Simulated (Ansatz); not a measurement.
**ClFH₅NSi (built from SMILES F[SiH2]Cl.N): a reaction path by the nudged elastic band**

Aim: the minimum-energy path between two given structures and its highest point. Both ends were relaxed at PBE0-D4 in triple zeta.

Computed with Ansatz 0.2.0, Gaussian basis. Level: PBE0-D4/def2-SVP.

23 further runs of the same task are left out: 1 that didn't finish, 22 set aside as unsound or not needed. Runs told in other sessions of the task aren't counted.

### Step 1. The system as given

The first end: 9 atoms, charge 0, spin multiplicity 1.

Atoms are counted from 1 here; the program's logs count them from 0.

Bond lengths: Si1–F2 1.664 Å, Si1–H3 1.475 Å, Si1–H4 1.475 Å, Si1–Cl5 2.256 Å, Si1–N7 1.935 Å, H6–N7 1.017 Å, N7–H8 1.017 Å, N7–H9 1.017 Å. Angles: F2–Si1–H3 95.4°, F2–Si1–H4 95.4°, F2–Si1–Cl5 167.3°, F2–Si1–N7 85.3°, H3–Si1–H4 128.3°, H3–Si1–Cl5 90.1°, H3–Si1–N7 115.6°, H4–Si1–Cl5 90.1°, H4–Si1–N7 115.6°, Cl5–Si1–N7 82.1°, Si1–N7–H6 111.6°, Si1–N7–H8 108.7°, Si1–N7–H9 108.7°, H6–N7–H8 110.9°, H6–N7–H9 110.9°, H8–N7–H9 105.9°.

Coordinates:

```
Si   -0.81299    0.27009   -0.23166
F    -1.35244   -1.30190   -0.31819
H    -0.99038    0.55761   -1.66718
H    -1.68681    0.65576    0.89196
Cl    0.35020    2.18780    0.01129
H     0.84146   -1.52551    0.28778
N     0.88810   -0.51011    0.26132
H     1.59437   -0.19700   -0.40010
H     1.16849   -0.13664    1.16478
```

The second end:

```
Si   -0.44528    0.93873   -0.15766
F    -0.63312   -2.58381   -0.07260
H    -0.88274    0.73553   -1.55164
H    -1.53257    0.82778    0.83297
Cl    0.32572    2.84110   -0.02115
H    -0.12527   -1.78793    0.03502
N     0.71970   -0.29370    0.20750
H     1.50301   -0.36950   -0.42969
H     1.07055   -0.30810    1.15725
```

### Step 2. The band at PBE0-D4/def2-SVP

Input file neb/in.yaml:

```yaml
crystal:
  periodic: [false, false, false]
  atoms:
    - {symbol: Si, position_ang: [-0.812992, 0.270086, -0.231664]}
    - {symbol: F, position_ang: [-1.352441, -1.301895, -0.318192]}
    - {symbol: H, position_ang: [-0.990381, 0.557607, -1.667178]}
    - {symbol: H, position_ang: [-1.686810, 0.655759, 0.891955]}
    - {symbol: Cl, position_ang: [0.350203, 2.187804, 0.011286]}
    - {symbol: H, position_ang: [0.841460, -1.525513, 0.287783]}
    - {symbol: N, position_ang: [0.888101, -0.510108, 0.261325]}
    - {symbol: H, position_ang: [1.594372, -0.197004, -0.400101]}
    - {symbol: H, position_ang: [1.168488, -0.136637, 1.164784]}
basis:
  gaussian: {orbitals: def2-SVP}
hamiltonian: {xc: pbe0, dispersion: d4}
neb:
  images: 5
  climbing: true
  max_iterations: 40
  initial_path: idpp
  final_atoms:
    - {symbol: Si, position_ang: [-0.445276, 0.938732, -0.157657]}
    - {symbol: F, position_ang: [-0.633119, -2.583815, -0.072595]}
    - {symbol: H, position_ang: [-0.882742, 0.735528, -1.551639]}
    - {symbol: H, position_ang: [-1.532567, 0.827781, 0.832966]}
    - {symbol: Cl, position_ang: [0.325716, 2.841103, -0.021148]}
    - {symbol: H, position_ang: [-0.125273, -1.787929, 0.035017]}
    - {symbol: N, position_ang: [0.719698, -0.293700, 0.207500]}
    - {symbol: H, position_ang: [1.503008, -0.369497, -0.429693]}
    - {symbol: H, position_ang: [1.070555, -0.308104, 1.157251]}
```

The run is started by

```
ansatz run in.yaml --threads 4 --pin off --events-out ev --progress --plain --max-ram 9574MiB
```

What does the calculation give? Wanted: from earlier runs: barrier over the separately found saddle, CCSD(T)/def2-TZVPP.

**Answer**, as computed:

```
                                                                       quantity                                                 value
                                                PBE0-D4/def2-SVP, 10 iterations  highest 70.7 kJ/mol (image 2), last end +38.0 kJ/mol
from earlier runs: barrier over the separately found saddle, CCSD(T)/def2-TZVPP                                           93.2 kJ/mol
```

What this shows: The highest image lies 70.7 kJ/mol above the first end, and it climbed, so it estimates the saddle. The ends are not quite minima at this level (largest force component 0.52 eV/Å), so the heights are unreliable: relaxing the first end would lower it and raise the barrier above it. The highest image is 22.4 kJ/mol below the CCSD(T) barrier in triple zeta, which comes from separate runs on the saddle.
